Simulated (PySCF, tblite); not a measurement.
# C₃H₆BF₃Si: geometry, infrared bands and NMR shifts

Aim: predict the infrared bands and NMR shifts of C₃H₆BF₃Si (`B[C@@H]1[SiH2][C@]1(F)C(F)F`).

Programs: tblite 0.8.0 and PySCF 2.14.0, with density-fitted response routines of our own. Each step states its level of theory. These are calculated values for one molecule in the gas phase, unless marked as measured. Atoms are numbered from 0 throughout.

## (1) The starting structure

14 atoms, charge 0, multiplicity 1; geometry from: force field or distance geometry start.

Bonds of the start (Å): B0–C1 1.59, C1–Si2 1.85, Si2–C3 1.84, C3–F4 1.40, C3–C5 1.50, C5–F6 1.40, C5–F7 1.37, C3–C1 1.48, B0–H8 1.20, B0–H9 1.20, C1–H10 1.11, Si2–H11 1.47, Si2–H12 1.47, C5–H13 1.10.

## (2) Relaxing the molecule with GFN2-xTB

What the job is given:

```
{"job": {"kind": "relax", "xc": "GFN2-xTB", "basis": "xTB"}, "charge": 0, "multiplicity": 1}
B      1.911600    -0.198100     0.371100
C      0.666300    -0.735000    -0.457300
Si    -0.158600     0.585900    -1.454500
C     -0.740600    -0.484300    -0.071400
F     -1.644300    -1.508000    -0.367600
C     -1.127300     0.243300     1.178300
F     -0.623400    -0.422400     2.301400
F     -2.499500     0.212600     1.253600
H      3.007200    -0.352700    -0.088100
H      1.794400     0.829200     0.978400
H      0.850300    -1.720300    -0.938300
H     -0.701800     0.243800    -2.781900
H      0.091800     1.999100    -1.135800
H     -0.826600     1.306400     1.189900
```

Run with:

```sh
$ OMP_NUM_THREADS=1 python probes_run.py task.json out
```

One launch serves the whole session: the jobs run in the order shown.

**Question.** This job is followed by: GFN2-xTB harmonic vibrations, gas phase; GIAO PBE0/pcSseg-1 NMR shielding, non-relativistic, gas phase. What will the session give for the following? strongest single infrared mode (GFN2-xTB); zero-point energy (GFN2-xTB); ¹³C shifts against TMS (PBE0/pcSseg-1); ¹H shifts against TMS (PBE0/pcSseg-1, means over atoms taken as alike); ¹¹B shifts against BF3·OEt2 (PBE0/pcSseg-1); ²⁹Si shifts against TMS (PBE0/pcSseg-1); ¹⁹F shifts against CFCl3 (PBE0/pcSseg-1).

**Answer**, as computed:

```
                                                              quantity                             value
                             strongest single infrared mode (GFN2-xTB)             2411 cm⁻¹, 322 km/mol
                                          zero-point energy (GFN2-xTB)                     52.1 kcal/mol
                                ¹³C shifts against TMS (PBE0/pcSseg-1)             122.7, 94.7, 40.4 ppm
¹H shifts against TMS (PBE0/pcSseg-1, means over atoms taken as alike)  6.82, 6.29, 3.50, 3.12, 2.95 ppm
                           ¹¹B shifts against BF3·OEt2 (PBE0/pcSseg-1)                          69.0 ppm
                               ²⁹Si shifts against TMS (PBE0/pcSseg-1)                        -126.0 ppm
                              ¹⁹F shifts against CFCl3 (PBE0/pcSseg-1)        -141.9, -149.8, -223.9 ppm
```

In words: Relaxing lowered the energy by 0.587 eV in 81 steps; the close pair that moved most is C1–Si2, from 1.849 to 1.931 Å. All 36 modes are real, so the xTB geometry is a minimum. The strongest single mode, at 2411 cm⁻¹, moves mainly H11. GFN2-xTB is a fitted tight-binding method: band positions and strengths are rough. Its intensities can rank the bands wrongly.
